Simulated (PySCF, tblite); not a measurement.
**C₇H₇ClO: a rotation path, then NMR shifts on frames**

How do NMR shifts of C₇H₇ClO (`C=C/C=C\C(=C=O)CCl`) change as the atoms move?

Programs: tblite 0.8.0 and PySCF 2.14.0, with density-fitted response routines of our own. Each step states its level of theory. These are calculated values for one molecule in the gas phase, unless marked as measured. Atoms count from 0, in the outputs and in this text.

### Step 1. The starting structure

16 atoms, charge 0, multiplicity 1; geometry from: GFN2-xTB.

Bonds of the start (Å): C0–C1 1.33, C1–C2 1.44, C2–C3 1.34, C3–C4 1.45, C4–C5 1.31, C5–O6 1.16, C4–C7 1.50, C7–Cl8 1.80, C0–H9 1.08, C0–H10 1.08, C1–H11 1.08, C2–H12 1.08, C3–H13 1.08, C7–H14 1.09, C7–H15 1.09.

### Step 2. The rotation path with GFN2-xTB

Job settings and geometry (Å):

```
{"job": {"kind": "neb", "xc": "GFN2-xTB", "basis": "xTB", "atoms": [3, 4, 7, 8], "turn": 120}, "charge": 0, "multiplicity": 1}
C      2.934131     0.267719    -1.202720
C      1.661951     0.218783    -0.813384
C      1.247169    -0.152745     0.511905
C     -0.016948    -0.218620     0.958201
C     -1.241382     0.064864     0.233586
C     -1.357328     0.405367    -1.027549
O     -1.589957     0.747851    -2.113703
C     -2.540424    -0.131618     0.966139
Cl    -2.942584    -1.886346     1.091798
H      3.737684     0.025644    -0.526679
H      3.214166     0.548110    -2.202916
H      0.875752     0.465718    -1.513927
H      2.041785    -0.401069     1.202433
H     -0.191258    -0.520327     1.981371
H     -2.462072     0.235450     1.988170
H     -3.378282     0.340165     0.455866
```

With the program's defaults for keys left out, this is: GFN2-xTB climbing-image nudged elastic band, gas phase.

Launch:

```
OMP_NUM_THREADS=1 python probes_run.py task.json out
```

The driver reads the jobs from task.json and runs them one after another.

The log of the run:

```text
image   E - E0 / eV
  0       0.0000
  1       0.0209
  2       0.0812
  3       0.1543
  4       0.1940
  5       0.1715
  6       0.1026
  7       0.0320
  8       0.0004
```

Run time: 3 s. Hardware: 1 thread of Arm Neoverse V2, shared host; peak memory 0.18 GiB.

The final band, with the dihedral C3–C4–C7–Cl8:

```
image  dihedral (°)  energy (eV)  energy (kcal/mol)
    0           -76        0.000                0.0
    1           -58        0.021                0.5
    2           -41        0.081                1.9
    3           -23        0.154                3.6
    4            -3        0.194                4.5
    5            17        0.171                4.0
    6            36        0.103                2.4
    7            55        0.032                0.7
    8            75        0.000                0.0
```

### Step 3. NMR shieldings: image 0, PBE0/pcSseg-1

Job settings and geometry (Å):

```
{"job": {"kind": "nmr", "xc": "PBE0", "basis": "pcSseg-1", "pop": false}, "charge": 0, "multiplicity": 1}
C      2.934100     0.267700    -1.202700
C      1.662000     0.218800    -0.813400
C      1.247200    -0.152700     0.511900
C     -0.016900    -0.218600     0.958200
C     -1.241400     0.064900     0.233600
C     -1.357300     0.405400    -1.027500
O     -1.590000     0.747900    -2.113700
C     -2.540400    -0.131600     0.966100
Cl    -2.942600    -1.886300     1.091800
H      3.737700     0.025600    -0.526700
H      3.214200     0.548100    -2.202900
H      0.875800     0.465700    -1.513900
H      2.041800    -0.401100     1.202400
H     -0.191300    -0.520300     1.981400
H     -2.462100     0.235400     1.988200
H     -3.378300     0.340200     0.455900
```

Method: GIAO PBE0/pcSseg-1 NMR shielding, non-relativistic, gas phase.

The log of the run:

```text
coarse grid: 14656 points
cycle   1  E = -805.5109008983  dE =  1.449e+00  |g| = 7.137e-01  |ddm| = 3.936e+00
cycle   2  E = -805.2161108621  dE =  2.948e-01  |g| = 1.451e+00  |ddm| = 1.747e+00
cycle   3  E = -805.6121472583  dE = -3.960e-01  |g| = 2.341e-01  |ddm| = 1.185e+00
cycle   4  E = -805.6246448028  dE = -1.250e-02  |g| = 7.700e-02  |ddm| = 2.712e-01
cycle   5  E = -805.6259672383  dE = -1.322e-03  |g| = 2.146e-02  |ddm| = 8.556e-02
cycle   6  E = -805.6260742711  dE = -1.070e-04  |g| = 5.854e-03  |ddm| = 2.625e-02
cycle   7  E = -805.6260821982  dE = -7.927e-06  |g| = 2.447e-03  |ddm| = 7.615e-03
final grid: 139016 points
cycle   8  E = -805.6908836814  dE = -1.580e-05  |g| = 1.400e-02  |ddm| = 3.690e-02
cycle   9  E = -805.6907648254  dE =  1.189e-04  |g| = 2.829e-02  |ddm| = 2.991e-02
cycle  10  E = -805.6909219922  dE = -1.572e-04  |g| = 3.023e-03  |ddm| = 2.108e-02
cycle  11  E = -805.6909238435  dE = -1.851e-06  |g| = 8.604e-04  |ddm| = 3.052e-03
cycle  12  E = -805.6909240403  dE = -1.968e-07  |g| = 1.964e-04  |ddm| = 9.612e-04
cycle  13  E = -805.6909240499  dE = -9.592e-09  |g| = 4.545e-05  |ddm| = 2.109e-04
cycle  14  E = -805.6909240504  dE = -4.857e-10  |g| = 1.741e-05  |ddm| = 6.680e-05
converged SCF energy = -805.6909240504

GIAO shielding tensors (ppm)
atom      isotropic    diamagn.    paramagn.     s11        s22        s33       span
  0 C       63.654     251.866    -188.212    -37.669     67.366    161.265    198.934
  1 C       46.894     259.158    -212.264    -69.642     49.002    161.322    230.963
  2 C       53.146     255.479    -202.333    -49.475     63.524    145.389    194.864
  3 C       60.111     251.115    -191.003    -33.496     70.698    143.132    176.628
  4 C      144.404     262.635    -118.232    113.760    155.994    163.458     49.698
  5 C      -28.690     262.416    -291.106   -108.041    -40.541     62.511    170.552
  6 O      -88.383     402.773    -491.157   -218.398   -170.257    123.505    341.902
  7 C      130.237     239.500    -109.263     92.343    139.417    158.951     66.608
  8 Cl     779.180    1144.527    -365.346    520.750    739.317   1077.474    556.724
  9 H       26.270      30.196      -3.926     23.495     25.323     29.991      6.495
 10 H       26.282      29.279      -2.996     23.783     25.133     29.932      6.150
 11 H       25.075      35.335     -10.260     21.593     22.425     31.207      9.613
 12 H       25.339      32.538      -7.199     23.225     23.506     29.286      6.060
 13 H       26.437      31.542      -5.104     23.030     26.029     30.254      7.224
 14 H       27.137      26.901       0.236     20.942     27.170     33.299     12.357
 15 H       27.122      26.334       0.788     20.949     27.333     33.084     12.135
```

It took 29 s on 1 thread of Arm Neoverse V2, shared host; peak memory 0.86 GiB.

Shifts follow as δ = σ(reference) − σ, with reference shieldings (ppm) from runs at the same level and on the same kind of geometry: ¹H TMS 31.72, ¹³C TMS 186.9, ¹⁷O H2O 336.1, ³⁵Cl HCl 950. The references are single molecules in the gas phase, so shifts against H2O, NH3, PH3, H3PO4 or CFCl3 are not on the usual liquid scales and can be off by tens of ppm. Each atom is listed at this fixed geometry, with no averaging over motion; a spectrum would average atoms that exchange fast.

```
atoms                                  environment  σ (ppm)  δ (ppm)
   C5                   central carbon of a ketene    -28.7    215.6
   C1                                    alkene CH     46.9    140.0
   C2                                    alkene CH     53.1    133.8
   C3                                    alkene CH     60.1    126.8
   C0                         terminal =CH2 carbon     63.7    123.3
   C7                 allylic sp3 CH2 bonded to Cl    130.2     56.7
   C4                  terminal carbon of a ketene    144.4     42.5
  H11                     hydrogen on an alkene CH    25.08     6.64
  H12                     hydrogen on an alkene CH    25.34     6.38
   H9           hydrogen on a terminal =CH2 carbon    26.27     5.45
  H10           hydrogen on a terminal =CH2 carbon    26.28     5.43
  H13                     hydrogen on an alkene CH    26.44     5.28
  H15  hydrogen on an allylic sp3 CH2 bonded to Cl    27.12     4.60
  H14  hydrogen on an allylic sp3 CH2 bonded to Cl    27.14     4.58
   O6                              carbonyl oxygen    -88.4    424.5
  Cl8                         chlorine bonded to C      779      171
```

The fields below are evaluated on a grid from the run's orbitals.

Frontier orbitals at PBE0/pcSseg-1, with the share of their density that lies nearest to each atom:

```
orbital  energy (eV)                                                  lies on
   HOMO        -6.20  C2, C4 about 17 % each; C0, C3 about 14 % each; C5 11 %
   LUMO        -1.60                  C5 47 %; O6 26 %; C4, C7 about 6 % each
```

ELF in a plane through or near 14 of the atoms.

Ten even steps from ' ' (0.00) to '@' (1.00):
```
                                                        
                                                        
                            ..::..                      
                          ::**##**--                    
                        ..++%%%%%%**::                  
          ..              ==##++##**..                  
      ..%%@@%%..  ::@@##  ..##++++**    ::**::          
      **@@@@@@**  ==@@@@**  ==::::++  ==@@@@%%..        
      ==@@@@@@**==++@@@@**  ++%%%%**::##@@@@##..        
        --**::--%%--..++..  --==##::%%::**%%--          
        ++%%%%==**++%%%%++++**@@****##::::==            
      --@@@@@@%%....**==::%%%%::++..--####--            
      --@@@@@@**  --%%++==##--%%%%::  ====..            
        ::##==  ..@@@@@@++..%%@@@@%%                    
                ::@@@@@@--  ##@@@@%%                    
                  --##==    ..++++..                    
                                                        
                                                        
                                                        
                                                        
```
The map spans 12.8 Å across and 10.5 Å up, centred on the molecule. Atoms in the plane (x, y in Å): C0 (-3.2, 0.2), C1 (-1.8, 0.2), C2 (-1.0, -0.9), C3 (0.3, -0.9), C4 (1.2, 0.2), C5 (0.9, 1.5), O6 (0.7, 2.6), C7 (2.7, 0.0), H9 (-3.7, -0.8), H10 (-3.8, 1.0), H11 (-1.4, 1.2), H12 (-1.5, -1.9), H13 (0.9, -1.9), H15 (3.3, 0.8).

log10 of the density (e/Å³) in the same plane.

Ten even steps from '0' (-4.0) to '9' (1.9):
```
0000000000000000000000000000
0000000000000011110000000000
0000000000001234331000000000
0000000000013455543100000000
0000000000123577754210000000
0001222222334579764322100000
0012344434554567764343320000
0023566555665568765555431000
0023567666765467766666532000
0023567877765567977776532100
0023567766776667766776432100
0023466655687797655665432100
0013455545677677654554332100
0001233345766567653333221000
0000112234554455543222100000
0000000123333233321100000000
0000000001111111110000000000
0000000000000000000000000000
0000000000000000000000000000
0000000000000000000000000000
```
The map spans 12.8 Å across and 10.5 Å up, centred on the molecule. Atoms in the plane (x, y in Å): C0 (-3.2, 0.2), C1 (-1.8, 0.2), C2 (-1.0, -0.9), C3 (0.3, -0.9), C4 (1.2, 0.2), C5 (0.9, 1.5), O6 (0.7, 2.6), C7 (2.7, 0.0), H9 (-3.7, -0.8), H10 (-3.8, 1.0), H11 (-1.4, 1.2), H12 (-1.5, -1.9), H13 (0.9, -1.9), H15 (3.3, 0.8).

On the surface of density 0.002 e/bohr³ the electrostatic potential runs, from the 1st to the 99th percentile, from -0.71 V near Cl8 to 1.38 V near H15.

### Step 4. Shielding tensors: image 2, PBE0/pcSseg-1

Job settings and geometry (Å):

```
{"job": {"kind": "nmr", "xc": "PBE0", "basis": "pcSseg-1", "pop": false}, "charge": 0, "multiplicity": 1}
C      2.949500     0.277500    -1.186900
C      1.670400     0.248700    -0.817500
C      1.228300    -0.254900     0.453500
C     -0.036900    -0.327300     0.895600
C     -1.258300     0.042100     0.207200
C     -1.356400     0.558500    -0.992000
O     -1.556100     1.043300    -2.031400
C     -2.577200    -0.158900     0.926600
Cl    -2.615000    -1.708000     1.818200
H      3.730100    -0.080700    -0.535600
H      3.259900     0.655100    -2.144900
H      0.904800     0.616100    -1.486800
H      2.011000    -0.608200     1.111100
H     -0.213800    -0.734800     1.880200
H     -2.738600     0.625200     1.668100
H     -3.409200    -0.184900     0.223300
```

With the program's defaults for keys left out, this is: GIAO PBE0/pcSseg-1 NMR shielding, non-relativistic, gas phase.

The log of the run:

```text
coarse grid: 14656 points
cycle   1  E = -805.5100278228  dE =  1.461e+00  |g| = 7.096e-01  |ddm| = 3.986e+00
cycle   2  E = -805.2193981609  dE =  2.906e-01  |g| = 1.440e+00  |ddm| = 1.775e+00
cycle   3  E = -805.6093878878  dE = -3.900e-01  |g| = 2.311e-01  |ddm| = 1.223e+00
cycle   4  E = -805.6215321680  dE = -1.214e-02  |g| = 7.855e-02  |ddm| = 2.734e-01
cycle   5  E = -805.6229228921  dE = -1.391e-03  |g| = 2.123e-02  |ddm| = 8.690e-02
cycle   6  E = -805.6230265458  dE = -1.037e-04  |g| = 5.991e-03  |ddm| = 2.545e-02
cycle   7  E = -805.6230349885  dE = -8.443e-06  |g| = 2.446e-03  |ddm| = 8.036e-03
final grid: 139016 points
cycle   8  E = -805.6871932164  dE = -1.074e-05  |g| = 1.443e-02  |ddm| = 3.710e-02
cycle   9  E = -805.6870633840  dE =  1.298e-04  |g| = 2.944e-02  |ddm| = 3.151e-02
cycle  10  E = -805.6872338200  dE = -1.704e-04  |g| = 2.973e-03  |ddm| = 2.231e-02
cycle  11  E = -805.6872356149  dE = -1.795e-06  |g| = 8.746e-04  |ddm| = 3.074e-03
cycle  12  E = -805.6872358197  dE = -2.047e-07  |g| = 1.814e-04  |ddm| = 9.889e-04
cycle  13  E = -805.6872358278  dE = -8.105e-09  |g| = 4.585e-05  |ddm| = 2.113e-04
cycle  14  E = -805.6872358283  dE = -4.893e-10  |g| = 1.663e-05  |ddm| = 6.403e-05
converged SCF energy = -805.6872358283

GIAO shielding tensors (ppm)
atom      isotropic    diamagn.    paramagn.     s11        s22        s33       span
  0 C       63.526     251.994    -188.468    -38.103     67.893    160.788    198.891
  1 C       46.551     259.063    -212.512    -69.622     48.157    161.119    230.741
  2 C       53.806     255.269    -201.463    -47.696     64.353    144.761    192.457
  3 C       62.931     251.327    -188.396    -32.768     67.709    153.851    186.620
  4 C      148.273     263.445    -115.172    116.951    153.603    174.266     57.315
  5 C      -29.182     262.237    -291.419   -107.583    -37.865     57.902    165.485
  6 O      -94.011     402.941    -496.951   -228.957   -189.673    136.597    365.554
  7 C      137.660     237.664    -100.004     98.079    141.350    173.552     75.473
  8 Cl     836.655    1144.978    -308.323    637.533    797.623   1074.809    437.276
  9 H       26.270      30.303      -4.033     23.471     25.331     30.009      6.539
 10 H       26.310      29.289      -2.979     23.801     25.185     29.944      6.143
 11 H       25.084      35.267     -10.183     21.614     22.521     31.116      9.502
 12 H       25.338      32.651      -7.313     23.163     23.325     29.525      6.363
 13 H       26.016      31.076      -5.060     21.372     25.120     31.557     10.186
 14 H       26.893      25.584       1.309     19.697     27.103     33.880     14.183
 15 H       27.356      25.701       1.655     21.282     27.127     33.660     12.378
```

It took 22 s on 1 thread of Arm Neoverse V2, shared host; peak memory 0.88 GiB.

This run: δ C5 216.1, C1 140.4, C2 133.1, C3 124.0, H11 6.63, H12 6.38 ppm.

[end of part 1 of 2]
